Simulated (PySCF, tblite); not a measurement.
# C8H15P: geometry, infrared bands and NMR shifts

Wanted: the infrared bands and NMR shifts of C8H15P (`C=P12CCC(CC1)CC2`), by calculation.

Programs: tblite 0.8.0 and PySCF 2.14.0, with density-fitted response routines of our own. Each step states its level of theory. These are calculated values for one molecule in the gas phase, unless marked as measured. Atoms are numbered from 0 throughout.

## 1. The molecule as given

24 atoms, charge 0, multiplicity 1; geometry from: force field or distance geometry start.

Bonds of the start (Å): C0–P1 1.63, P1–C2 1.82, C2–C3 1.55, C3–C4 1.49, C4–C5 1.51, C5–C6 1.52, C4–C7 1.52, C7–C8 1.52, C6–P1 1.82, C8–P1 1.82, C0–H9 1.08, C0–H10 1.09, C2–H11 1.10, C2–H12 1.10, C3–H13 1.09, C3–H14 1.12, C4–H15 1.13, C5–H16 1.11, C5–H17 1.09, C6–H18 1.08, C6–H19 1.10, C7–H20 1.10, C7–H21 1.10, C8–H22 1.08, C8–H23 1.11.

## 2. Relaxing the molecule with GFN2-xTB

What the job is given:

```
{"job": {"kind": "relax", "xc": "GFN2-xTB", "basis": "xTB"}, "charge": 0, "multiplicity": 1}
C      1.802300    -1.755800     1.133300
P      0.750700    -0.713700     0.460700
C      0.179600     0.568100     1.614100
C     -0.690100     1.480000     0.716900
C     -0.930800     0.925900    -0.640100
C      0.276100     0.879700    -1.546400
C      1.497300     0.272700    -0.876100
C     -1.666600    -0.404900    -0.590100
C     -0.767800    -1.532300    -0.123800
H      2.533400    -2.240600     0.501200
H      1.741600    -1.957500     2.201400
H     -0.389600     0.164800     2.460400
H      1.065800     1.150300     1.921500
H     -0.334300     2.504800     0.747400
H     -1.689800     1.480300     1.230800
H     -1.654300     1.633000    -1.133500
H      0.019200     0.176900    -2.361900
H      0.495300     1.830900    -2.028800
H      2.092600    -0.352500    -1.520100
H      2.068500     1.102100    -0.431600
H     -2.575800    -0.314200     0.022900
H     -1.986900    -0.614400    -1.621600
H     -0.571100    -2.280500    -0.881900
H     -1.277100    -1.983300     0.752900
```

Command:

```bash
$ OMP_NUM_THREADS=1 python probes_run.py task.json out
```

This one command runs all jobs of the session in turn.

**Question.** This job is followed by: GFN2-xTB harmonic vibrations, gas phase; GIAO PBE0/pcSseg-1 NMR shielding, non-relativistic, gas phase. What will the session give for the following? strongest single infrared mode (GFN2-xTB); zero-point energy (GFN2-xTB); ¹³C shifts against TMS (PBE0/pcSseg-1, means over atoms taken as alike); ¹H shifts against TMS (PBE0/pcSseg-1, means over atoms taken as alike); ³¹P shifts against H3PO4 (PBE0/pcSseg-1).

The runs gave:

```
                                                               quantity                        value
                              strongest single infrared mode (GFN2-xTB)        1004 cm⁻¹, 131 km/mol
                                           zero-point energy (GFN2-xTB)               131.1 kcal/mol
¹³C shifts against TMS (PBE0/pcSseg-1, means over atoms taken as alike)   28.6, 26.4, 26.3, -4.6 ppm
 ¹H shifts against TMS (PBE0/pcSseg-1, means over atoms taken as alike)  1.89, 1.73, 1.37, -0.37 ppm
                               ³¹P shifts against H3PO4 (PBE0/pcSseg-1)                    -32.7 ppm
```

Relaxing lowered the energy by 1.140 eV in 81 steps; the close pair that moved most is C0–P1, from 1.626 to 1.702 Å. All 66 modes are real, so the xTB geometry is a minimum. The strongest single mode, at 1004 cm⁻¹, moves mainly C0 and P1. GFN2-xTB is a fitted tight-binding method: band positions and strengths are rough. Its intensities can rank the bands wrongly. At PBE0/pcSseg-1: The largest span, 188 ppm, is at P1, where the paramagnetic term is -612 ppm.
